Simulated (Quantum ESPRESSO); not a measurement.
# CGeFH5 in Quantum ESPRESSO: reference runs

Aim: a first look at CGeFH5 with PBE, on the cell as given and on a disturbed one.

All numbers are computed with Quantum ESPRESSO 7.5; they aren't measurements. Logs are shortened: lines on timing, memory, paths and dates and some standing lists are left out, and cuts for length are marked.

## Step 1: The molecule as given

The cell holds a molecule in a box, 8 atoms: a = 12.000 Å, b = 13.000 Å, c = 12.000 Å, α = 90.00°, β = 90.00°, γ = 90.00°.

## Step 2: Real-space fields, PBE

pw.in reads:

```
&CONTROL
  calculation = 'scf'
  prefix = 'pwscf'
  outdir = './tmp'
  pseudo_dir = './pseudo'
  tprnfor = .true.
  disk_io = 'low'
/
&SYSTEM
  ibrav = 0
  celldm(1) = 8
  nat = 8
  ntyp = 4
  ecutwfc = 84
  nbnd = 22
  occupations = 'smearing'
  smearing = 'fd'
  degauss = 0.00367493
/
&ELECTRONS
  conv_thr = 1.6d-09
  electron_maxstep = 120
  mixing_beta = 0.5
/
ATOMIC_SPECIES
C     12.0110 C.upf
Ge    72.6300 Ge.upf
F     18.9984 F.upf
H      1.0080 H.upf
CELL_PARAMETERS alat
  2.8345891869387   0.0000000000000   0.0000000000000
  0.0000000000000   3.0708049525169   0.0000000000000
  0.0000000000000   0.0000000000000   2.8345891869387
ATOMIC_POSITIONS crystal
C      0.4413166700    0.5737038500    0.4593625000
Ge     0.5301916700    0.4565038500    0.5043208300
F      0.6109166700    0.4973192300    0.6172208300
H      0.3887083300    0.5534730800    0.3884458300
H      0.4955500000    0.6372730800    0.4354541700
H      0.3882333300    0.5982500000    0.5281375000
H      0.6139333300    0.4215576900    0.4150291700
H      0.4604916700    0.3659576900    0.5483375000
K_POINTS gamma
```

pp_density.in reads:

```
&INPUTPP
  prefix = 'pwscf'
  outdir = './tmp'
  filplot = 'density.dat'
  plot_num = 0
/
&PLOT
  nfile = 1
  filepp(1) = 'density.dat'
  iflag = 3
  output_format = 6
  fileout = 'density.cube'
/
```

pp_potential.in reads:

```
&INPUTPP
  prefix = 'pwscf'
  outdir = './tmp'
  filplot = 'potential.dat'
  plot_num = 11
/
&PLOT
  nfile = 1
  filepp(1) = 'potential.dat'
  iflag = 3
  output_format = 6
  fileout = 'potential.cube'
/
```

pp_elf.in reads:

```
&INPUTPP
  prefix = 'pwscf'
  outdir = './tmp'
  filplot = 'elf.dat'
  plot_num = 8
/
&PLOT
  nfile = 1
  filepp(1) = 'elf.dat'
  iflag = 3
  output_format = 6
  fileout = 'elf.cube'
/
```

pp_potential_ks.in reads:

```
&INPUTPP
  prefix = 'pwscf'
  outdir = './tmp'
  filplot = 'potential_ks.dat'
  plot_num = 1
/
&PLOT
  nfile = 1
  filepp(1) = 'potential_ks.dat'
  iflag = 3
  output_format = 6
  fileout = 'potential_ks.cube'
/
```

Potentials or basis: PseudoDojo 0.4.1 SR PBE standard.

Run with:

```
$ OMP_NUM_THREADS=1 pw.x -in pw.in > pw.out
$ OMP_NUM_THREADS=1 pp.x -in pp_density.in > pp_density.out
$ OMP_NUM_THREADS=1 pp.x -in pp_potential.in > pp_potential.out
$ OMP_NUM_THREADS=1 pp.x -in pp_elf.in > pp_elf.out
$ OMP_NUM_THREADS=1 pp.x -in pp_potential_ks.in > pp_potential_ks.out
```

pw.out:

```text
This program is part of the open-source Quantum ESPRESSO suite
     for quantum simulation of materials; please cite
         "P. Giannozzi et al., J. Phys.:Condens. Matter 21 395502 (2009);
         "P. Giannozzi et al., J. Phys.:Condens. Matter 29 465901 (2017);
         "P. Giannozzi et al., J. Chem. Phys. 152 154105 (2020);
     in publications or presentations arising from this work. More details at

     gamma-point specific algorithms are used

     G-vector sticks info
     --------------------
     sticks:   dense  smooth     PW     G-vecs:    dense   smooth      PW
     Sum       14899   14899   3725              1313927  1313927  164175

     Using Slab Decomposition

     bravais-lattice index     =            0
     lattice parameter (alat)  =       8.0000  a.u.
     unit-cell volume          =   12632.8822 (a.u.)^3
     number of atoms/cell      =            8
     number of atomic types    =            4
     number of electrons       =        30.00
     number of Kohn-Sham states=           22
     kinetic-energy cutoff     =      84.0000  Ry
     charge density cutoff     =     336.0000  Ry
     scf convergence threshold =      1.6E-09
     mixing beta               =       0.5000
     number of iterations used =            8  plain     mixing
     Exchange-correlation= PBE
                           (   1   4   3   4   0   0   0)

     celldm(1)=   8.000000  celldm(2)=   0.000000  celldm(3)=   0.000000
     celldm(4)=   0.000000  celldm(5)=   0.000000  celldm(6)=   0.000000

     crystal axes: (cart. coord. in units of alat)
               a(1) = (   2.834589   0.000000   0.000000 )
               a(2) = (   0.000000   3.070805   0.000000 )
               a(3) = (   0.000000   0.000000   2.834589 )

     reciprocal axes: (cart. coord. in units 2 pi/alat)
               b(1) = (  0.352785  0.000000  0.000000 )
               b(2) = (  0.000000  0.325648  0.000000 )
               b(3) = (  0.000000  0.000000  0.352785 )

     PseudoPot. # 1 for C  read from file:
     C.upf
     Pseudo is Norm-conserving + core correction, Zval =  4.0
     Generated using ONCVPSP code by D. R. Hamann
     Using radial grid of 1248 points,  4 beta functions with:
                l(1) =   0
                l(2) =   0
                l(3) =   1
                l(4) =   1

     PseudoPot. # 2 for Ge read from file:
     Ge.upf
     Pseudo is Norm-conserving + core correction, Zval = 14.0
     Generated using ONCVPSP code by D. R. Hamann
     Using radial grid of 1560 points,  6 beta functions with:
                l(1) =   0
                l(2) =   0
                l(3) =   1
                l(4) =   1
                l(5) =   2
                l(6) =   2

     PseudoPot. # 3 for F  read from file:
     F.upf
     Pseudo is Norm-conserving + core correction, Zval =  7.0
     Generated using ONCVPSP code by D. R. Hamann
     Using radial grid of  832 points,  5 beta functions with:
                l(1) =   0
                l(2) =   0
                l(3) =   1
                l(4) =   1
                l(5) =   2

     PseudoPot. # 4 for H  read from file:
     H.upf
     Pseudo is Norm-conserving, Zval =  1.0
     Generated using ONCVPSP code by D. R. Hamann
     Using radial grid of 1166 points,  3 beta functions with:
                l(1) =   0
                l(2) =   0
                l(3) =   1

     atomic species   valence    mass     pseudopotential
     C                 4.00    12.01100     C ( 1.00)
     Ge               14.00    72.63000     Ge( 1.00)
     F                 7.00    18.99840     F ( 1.00)
     H                 1.00     1.00800     H ( 1.00)

     No symmetry found

   Cartesian axes

     site n.     atom                  positions (alat units)
         1        C      tau(   1) = (   1.2509515   1.7617326   1.3021040  )
         2        Ge     tau(   2) = (   1.5028756   1.4018343   1.4295424  )
         3        F      tau(   3) = (   1.7316978   1.5271704   1.7495675  )
         4        H      tau(   4) = (   1.1018284   1.6996079   1.1010843  )
         5        H      tau(   5) = (   1.4046807   1.9569413   1.2343337  )
         6        H      tau(   6) = (   1.1004820   1.8371091   1.4970528  )
         7        H      tau(   7) = (   1.7402488   1.2945214   1.1764372  )
         8        H      tau(   8) = (   1.3053047   1.1237847   1.5543115  )

     number of k points=     1  Fermi-Dirac smearing, width (Ry)=  0.0037
                       cart. coord. in units 2pi/alat
        k(    1) = (   0.0000000   0.0000000   0.0000000), wk =   2.0000000

     Dense  grid:   656964 G-vectors     FFT dimensions: ( 135, 144, 135)

     Initial potential from superposition of free atoms

     starting charge      29.9991, renormalised to      30.0000

     negative rho (up, down):  7.216E-05 0.000E+00
     Starting wfcs are   22 randomized atomic wfcs

     Self-consistent Calculation

     iteration #  1     ecut=    84.00 Ry     beta= 0.50
     Davidson diagonalization with overlap
     ethr =  1.00E-02,  avg # of iterations =  5.0

     negative rho (up, down):  2.270E-05 0.000E+00

     total energy              =    -245.70942927 Ry
     estimated scf accuracy    <       0.93993055 Ry

     iteration #  2     ecut=    84.00 Ry     beta= 0.50
     Davidson diagonalization with overlap
     ethr =  3.13E-03,  avg # of iterations =  2.0

     negative rho (up, down):  1.100E-05 0.000E+00

     total energy              =    -245.89962223 Ry
     estimated scf accuracy    <       0.12598181 Ry

     iteration #  3     ecut=    84.00 Ry     beta= 0.50
     Davidson diagonalization with overlap
     ethr =  4.20E-04,  avg # of iterations =  5.0

     negative rho (up, down):  1.692E-06 0.000E+00

     total energy              =    -245.91054267 Ry
     estimated scf accuracy    <       0.01561659 Ry

     iteration #  4     ecut=    84.00 Ry     beta= 0.50
     Davidson diagonalization with overlap
     ethr =  5.21E-05,  avg # of iterations = 12.0

     negative rho (up, down):  3.748E-07 0.000E+00

     total energy              =    -245.91194402 Ry
     estimated scf accuracy    <       0.00126622 Ry

     iteration #  5     ecut=    84.00 Ry     beta= 0.50
     Davidson diagonalization with overlap
     c_bands:  1 eigenvalues not converged
     ethr =  4.22E-06,  avg # of iterations = 20.0

     negative rho (up, down):  1.513E-07 0.000E+00

     total energy              =    -245.91214865 Ry
     estimated scf accuracy    <       0.00007440 Ry

     iteration #  6     ecut=    84.00 Ry     beta= 0.50
     Davidson diagonalization with overlap
     c_bands:  1 eigenvalues not converged
     ethr =  2.48E-07,  avg # of iterations = 20.0

     negative rho (up, down):  1.300E-08 0.000E+00

     total energy              =    -245.91216280 Ry
     estimated scf accuracy    <       0.00000810 Ry

     iteration #  7     ecut=    84.00 Ry     beta= 0.50
     Davidson diagonalization with overlap
     ethr =  2.70E-08,  avg # of iterations =  2.0

     total energy              =    -245.91216345 Ry
     estimated scf accuracy    <       0.00000071 Ry

     iteration #  8     ecut=    84.00 Ry     beta= 0.50
     Davidson diagonalization with overlap
     ethr =  2.35E-09,  avg # of iterations =  2.0

     total energy              =    -245.91216356 Ry
     estimated scf accuracy    <       0.00000002 Ry

     iteration #  9     ecut=    84.00 Ry     beta= 0.50
     Davidson diagonalization with overlap
     ethr =  8.00E-11,  avg # of iterations =  2.0

     total energy              =    -245.91216356 Ry
     estimated scf accuracy    <          6.1E-09 Ry

     iteration # 10     ecut=    84.00 Ry     beta= 0.50
     Davidson diagonalization with overlap
     ethr =  2.03E-11,  avg # of iterations =  2.0

     End of self-consistent calculation

          k = 0.0000 0.0000 0.0000 ( 82088 PWs)   bands (ev):

   -29.6388 -29.0035 -28.9908 -28.9262 -28.9258 -27.2934 -17.3825 -13.3905
   -10.2222 -10.1601  -9.4149  -9.0672  -9.0336  -7.5353  -7.3833  -0.5337
    -0.3803  -0.0663   0.5198   0.7238   0.8701   0.9883

     the Fermi energy is    -2.4650 ev

!    total energy              =    -245.91216356 Ry
     estimated scf accuracy    <          1.6E-10 Ry
     smearing contrib. (-TS)   =       0.00000000 Ry
     internal energy E=F+TS    =    -245.91216356 Ry

     The total energy is F=E-TS. E is the sum of the following terms:
     one-electron contribution =    -498.71286005 Ry
     hartree contribution      =     255.13435059 Ry
     xc contribution           =     -62.52063294 Ry
     ewald contribution        =      60.18697883 Ry

     convergence has been achieved in  10 iterations

     Forces acting on atoms (cartesian axes, Ry/au):

     atom    1 type  1   force =    -0.00118476    0.00243325   -0.00025643
     atom    2 type  2   force =    -0.01092663   -0.00957001   -0.01705722
     atom    3 type  3   force =     0.01328734    0.00660388    0.01830222
     atom    4 type  4   force =    -0.00295993   -0.00224716   -0.00444839
     atom    5 type  4   force =     0.00386362    0.00399912   -0.00150797
     atom    6 type  4   force =    -0.00325388    0.00123738    0.00463643
     atom    7 type  4   force =     0.00199174   -0.00066673   -0.00103945
     atom    8 type  4   force =    -0.00081751   -0.00178974    0.00137082

     Total force =     0.034294     Total SCF correction =     0.000029

=------------------------------------------------------------------------------=
   JOB DONE.
=------------------------------------------------------------------------------=
```

Wall time 4.6 min (1 thread of Intel Xeon at 2.50GHz (Skylake/Cascade Lake), shared host); peak memory 0.93 GiB.

What came out:

```
Free energy                     : -3345.8054 eV
Largest force                   : 0.606 eV/Å
Gap between the frontier levels : 6.85 eV
Dipole moment                   : 2.53 D
```

Forces on the atoms (eV/Å):
```
C   -0.030  0.063 -0.007
Ge  -0.281 -0.246 -0.439
F    0.342  0.170  0.471
H   -0.076 -0.058 -0.114
H    0.099  0.103 -0.039
H   -0.084  0.032  0.119
H    0.051 -0.017 -0.027
H   -0.021 -0.046  0.035
```

Levels at points of the mesh, in eV from the valence-band top:
| k point | band 12 | band 13 | band 14 | band 15 | band 16 | band 17 | band 18 | band 19 |
| --- | --- | --- | --- | --- | --- | --- | --- | --- |
| (0.00, 0.00, 0.00) | -1.68 | -1.65 | -0.15 | 0.00 | 6.85 | 7.00 | 7.32 | 7.90 |

Caveat: this is a molecule in a periodic box, so the gap is that between its Kohn-Sham HOMO and LUMO and the box isn't a crystal. As with any semilocal functional, this PBE gap is likely too small.

[end of part 1 of 2]
